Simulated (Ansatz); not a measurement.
## CH7BN2O, SMILES BC(N)(N)O: a ladder of methods at one geometry, step by step

With Ansatz 0.2.0, Python API.

The cells in order, each with its output:

```python
from dataclasses import dataclass
from pathlib import Path

import ansatz as az
import numpy as np


@dataclass
class RunConfig:
    basis_set: str = 'def2-SVP'
```

```python
settings = RunConfig()
```

```python
geometry_ang = [
    ('B', (-1.3398, 0.21, -0.3205)),
    ('C', (0.1962, 0.2202, -0.0645)),
    ('N', (0.4957, -0.6928, 1.0246)),
    ('N', (0.948, -0.205, -1.2908)),
    ('O', (0.6502, 1.5133, 0.2292)),
    ('H', (-1.9927, 1.282, -0.24)),
    ('H', (-1.9325, -0.7356, -0.619)),
    ('H', (0.0597, -0.3828, 1.8988)),
    ('H', (0.2008, -1.6421, 0.8461)),
    ('H', (1.9088, -0.2034, -1.0951)),
    ('H', (0.6044, -1.208, -1.4749)),
    ('H', (0.2783, 1.7891, 1.1401)),
]
system = az.Crystal.molecule()
for symbol, xyz in geometry_ang:
    system = system.atom(symbol, xyz)
```

```python
calculation = system.calculation().basis(gaussian=settings.basis_set)
```

```python
print('functional    E (Ha)        dipole (D)   HOMO (eV)  LUMO (eV)')
for name in ['b3lyp', 'hse06', 'r2scan', 'revpbe']:
    summary = calculation.functional(name).forces().orbitals().run(threads=1, runs_dir='runs').report
    lines = Path(summary['orbitals_path']).read_text().splitlines()
    field_of = lambda key: [line.split('=')[1].strip() for line in lines if line.startswith(key)]
    orbitals = [(27.211386 * float(e), s, float(n)) for e, s, n in zip(field_of('Ene='), field_of('Spin='), field_of('Occup='))]
    homo = max(e for e, _, n in orbitals if n > 0.5)
    lumo = min(e for e, _, n in orbitals if n < 0.5)
    dipole = 4.803205 * np.linalg.norm(summary['charge_distribution']['dipole_moment_e_ang'])
    print(f'{name:10s} {summary["free_energy_ev"] / 27.211386246:14.6f} {dipole:9.3f} {homo:11.3f} {lumo:10.3f}')
```

    functional    E (Ha)        dipole (D)   HOMO (eV)  LUMO (eV)
    b3lyp         -251.649600     3.208      -6.605     -1.654
    hse06         -251.342090     3.277      -6.450     -1.852
    r2scan        -251.499758     3.260      -5.691     -2.090
    revpbe        -251.566571     3.140      -5.330     -2.264

Notes:
- Total energies depend on the basis set; only differences at equal settings carry meaning.
- The geometry is a force-field or estimated start, not a minimum of this method, and the basis set is short of its limit. A lower total doesn't mark the better method: functionals have no common bound, and MP2 and coupled cluster aren't variational.
- b3lyp holds the VWN-RPA fit, as in Gaussian; the form of ORCA and Turbomole is b3lyp5.
- Levels such as HOMO and LUMO are orbital energies: with these approximate functionals they aren't the ionisation energy and electron affinity, and their gap isn't the fundamental gap.
- hse06 follows the composition of plane-wave codes, whose totals differ by tens of mHa, up to about 0.1 Ha, from the form usual in Gaussian-basis programs (wpbeh).
- Run time: 16 s on 1 thread of Arm Neoverse V2 (shared host), peak memory 0.29 GiB.
